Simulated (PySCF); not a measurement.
**The bond of AlHg+, level by level**

The task here is to estimate one member of a computed series from the others.

The runs use PySCF 2.14.0; Al def2-SVPD, Hg def2-SVPD with ECP60, scalar-relativistic core potentials.

The first run:

A driver script around PySCF takes these settings:

| Property | Result |
| --- | --- |
| atoms | Al, Hg |
| charge | 1 |
| basis | Al def2-SVPD, Hg def2-SVPD with ECP60 |
| Hamiltonian | scalar-relativistic core potentials |
| basis functions | 59 |
| electrons treated | 32 |
| masses in u | 26.9815, 201.9706 |
| levels | PBE0, PBE, r²SCAN, B3LYP, M06-2X, PW91, HSE06, HF, MP2, SCS-MP2, CCSD, CCSD(T) |
| grid | 80 radial by 434 angular points |
| occupations | held fixed by the projection of orbital angular momentum |
| dissociation limit | Al+ + Hg, each in its ground configuration |
| starting distance in angstrom | 2.670 |
| values of 2S to try | 0, 2 |

The run is started by

```sh
$ OMP_NUM_THREADS=1 python dia.py task.json out
```

Among the steps run: Set-up; PBE0 along the bond; Excited determinants; PBE (GGA); r²SCAN (meta-GGA); B3LYP; M06-2X (hybrid meta-GGA); PW91; HSE06 (range-separated hybrid); RHF (mean field); Correlated methods on the Hartree–Fock reference.

One table of the session follows, with a row left open; its other results are not shown here.

It belongs to the step «Constants by level of theory». 

```
      level  Re (Å)  ωe (cm⁻¹)  De (eV)
        RHF   3.238       96.2    0.321
    RHF-MP2   2.977      124.5    0.429
RHF-SCS-MP2   3.025      116.3    0.383
   RHF-CCSD   3.036      116.7    0.397
RHF-CCSD(T)   2.999      123.3    0.435
        PBE   2.923      142.5     0.65
       PW91   2.918      143.2     0.66
     r²SCAN   2.888      149.3     0.66
      B3LYP   3.013      123.9    0.484
       PBE0   2.940      141.6     0.61
      HSE06   2.947      140.7     0.61
     M06-2X       ?          ?        ?
```

Q: Estimate the row for M06-2X from the others.

The run gave: Re (Å): 3.009; ωe (cm⁻¹): 119.9; De (eV): 0.482. In the column «Re (Å)» it lies between RHF-CCSD(T) (2.999) and B3LYP (3.013).

De is counted to Al+ + Hg in their ground configurations.
